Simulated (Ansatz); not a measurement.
**SiH2Br2 (dibromosilane) at CAM-B3LYP/def2-SVP**

Aim: the vertical singlet–triplet gap of SiH2Br2 (dibromosilane) at CAM-B3LYP/def2-SVP, from 2 runs. 

The results are computed with Ansatz 0.2.0.

53 further runs of the same task are left out: 6 that didn't finish, 47 set aside as unsound or not needed.

### 1 Starting point

SiH2Br2: 5 atoms, total charge 0, spin state singlet. SMILES: `Br[SiH2]Br`. Geometry: relaxed at PBE0-D4/def2-TZVP.

Bond lengths: Br1–Si2 2.207 Å, Si2–Br3 2.207 Å, Si2–H4 1.476 Å, Si2–H5 1.476 Å. Angles: Br1–Si2–Br3 110.8°, Br1–Si2–H4 108.4°, Br1–Si2–H5 108.4°, Br3–Si2–H4 108.4°, Br3–Si2–H5 108.4°, H4–Si2–H5 112.5°.

### 2 The energy at CAM-B3LYP/def2-SVP

input.yaml reads:

```yaml
basis:
  gaussian:
    orbitals: def2-SVP
crystal:
  periodic: [false, false, false]
  atoms:
    - {symbol: Br, position_ang: [-1.672690, -1.239290, 0.362310]}
    - {symbol: Si, position_ang: [0.158230, -0.046290, 0.054680]}
    - {symbol: Br, position_ang: [-0.295570, 1.814160, -1.042010]}
    - {symbol: H, position_ang: [1.103430, -0.843230, -0.751710]}
    - {symbol: H, position_ang: [0.706590, 0.314640, 1.376730]}
hamiltonian:
  xc: {name: CAM-B3LYP}
accuracy: high
output: {orbitals: {seedname: orbitals}}
```

Command:

```console
ansatz run input.yaml --threads 1 --pin off --max-ram 3480MiB --events-out events.jsonl --progress --plain --runs-dir runs
```

Log:

```text
Warning: RAYON_NUM_THREADS=1 ignored (pool sized by the plan → 1); use --threads N
Functional definition: CAM-B3LYP
  name "CAM-B3LYP"
  parameter alpha = 0.19
  parameter beta = 0.46
  parameter omega = 0.33/bohr
  parameter ac = 0.81
  exchange = (1 - alpha - beta)*b88_x + beta*b88_x_sr(omega) + alpha*exact_x + beta*exact_x_lr(omega)
  correlation = (1 - ac)*vwn5_c + ac*lyp_c
1684 factors; integrals over basis functions are off by at most 5.9e-9 eV
353 factors; integrals over basis functions are off by at most 2.1e-9 eV
mean field evaluation 1: about -147992.0116 eV, gradient 1.2e1 eV
mean field evaluation 2: about -147992.1734 eV, gradient 9.0e0 eV
mean field evaluation 4: about -147992.4232 eV, gradient 3.4e-1 eV
mean field evaluation 8: about -147992.5031 eV, gradient 3.1e-2 eV
mean field evaluation 16: about -147992.5032 eV, gradient 4.4e-6 eV
mean field -147992.50315220 eV, -5438.6241779220 hartree, gradient 9.5e-8 eV, S^2 0.000000; 0 other end points of the search recorded, 0 dependent functions left out
reference -147992.50316937 eV, -5438.6241785528 hartree; 43, 43 occupied and 49, 49 virtual orbitals, 1684 factors
Total energy: -147992.50316937 eV, -5438.6241785528 hartree
```

Wall time 8.4 s (1 thread of Arm Neoverse V2, shared host); peak memory 0.38 GiB.

### 3 The triplet at the same level

job.yaml reads:

```yaml
crystal:
  periodic: [false, false, false]
  atoms:
    - {symbol: Br, position_ang: [-1.672690, -1.239290, 0.362310]}
    - {symbol: Si, position_ang: [0.158230, -0.046290, 0.054680]}
    - {symbol: Br, position_ang: [-0.295570, 1.814160, -1.042010]}
    - {symbol: H, position_ang: [1.103430, -0.843230, -0.751710]}
    - {symbol: H, position_ang: [0.706590, 0.314640, 1.376730]}
basis:
  gaussian:
    orbitals: def2-SVP
accuracy: high
magnetization:
  spin_polarized: true
  initial_magnetization: 2
hamiltonian:
  xc: {name: CAM-B3LYP}
output:
  orbitals: {seedname: orbitals}
```

Command:

```console
ansatz run job.yaml --threads 1 --pin off --max-ram 3480MiB --events-out events.jsonl --progress --plain --runs-dir runs
```

Log:

```text
Warning: RAYON_NUM_THREADS=1 ignored (pool sized by the plan → 1); use --threads N
Functional definition: CAM-B3LYP
  name "CAM-B3LYP"
  parameter alpha = 0.19
  parameter beta = 0.46
  parameter omega = 0.33/bohr
  parameter ac = 0.81
  exchange = (1 - alpha - beta)*b88_x + beta*b88_x_sr(omega) + alpha*exact_x + beta*exact_x_lr(omega)
  correlation = (1 - ac)*vwn5_c + ac*lyp_c
1683 factors; integrals over basis functions are off by at most 5.9e-9 eV
353 factors; integrals over basis functions are off by at most 2.1e-9 eV
mean field evaluation 1: about -147985.4481 eV, gradient 5.7e0 eV
mean field evaluation 2: about -147985.6107 eV, gradient 2.1e0 eV
mean field evaluation 4: about -147985.6344 eV, gradient 6.4e-1 eV
mean field evaluation 8: about -147985.7395 eV, gradient 1.3e-1 eV
mean field evaluation 16: about -147985.7409 eV, gradient 1.0e-3 eV
mean field evaluation 32: about -147985.7722 eV, gradient 1.5e-1 eV
mean field evaluation 64: about -147985.7554 eV, gradient 5.0e-1 eV
mean field -147985.87252518 eV, -5438.3805068732 hartree, gradient 1.6e-8 eV, S^2 2.004673; 7 other end points of the search recorded, 0 dependent functions left out
reference -147985.87254224 eV, -5438.3805075001 hartree; 44, 42 occupied and 48, 50 virtual orbitals, 1683 factors
Total energy: -147985.87254224 eV, -5438.3805075001 hartree
```

Wall time 62 s (1 thread of Arm Neoverse V2, shared host); peak memory 0.65 GiB.

### 4 Outcome

At CAM-B3LYP/def2-SVP:

```
                                        quantity           value
                           singlet: total energy  -5438.62418 Eh
                            singlet: HOMO energy        -9.77 eV
                            singlet: LUMO energy         0.86 eV
                          singlet: HOMO–LUMO gap        10.62 eV
                           triplet: total energy  -5438.38051 Eh
     triplet: HOMO energy (highest over α and β)        -3.33 eV
                                   triplet: ⟨S²⟩           2.005
vertical energy of the triplet above the singlet        6.631 eV
```

**Reading.** At this shape the triplet lies 6.63 eV (153 kcal/mol) above the singlet.
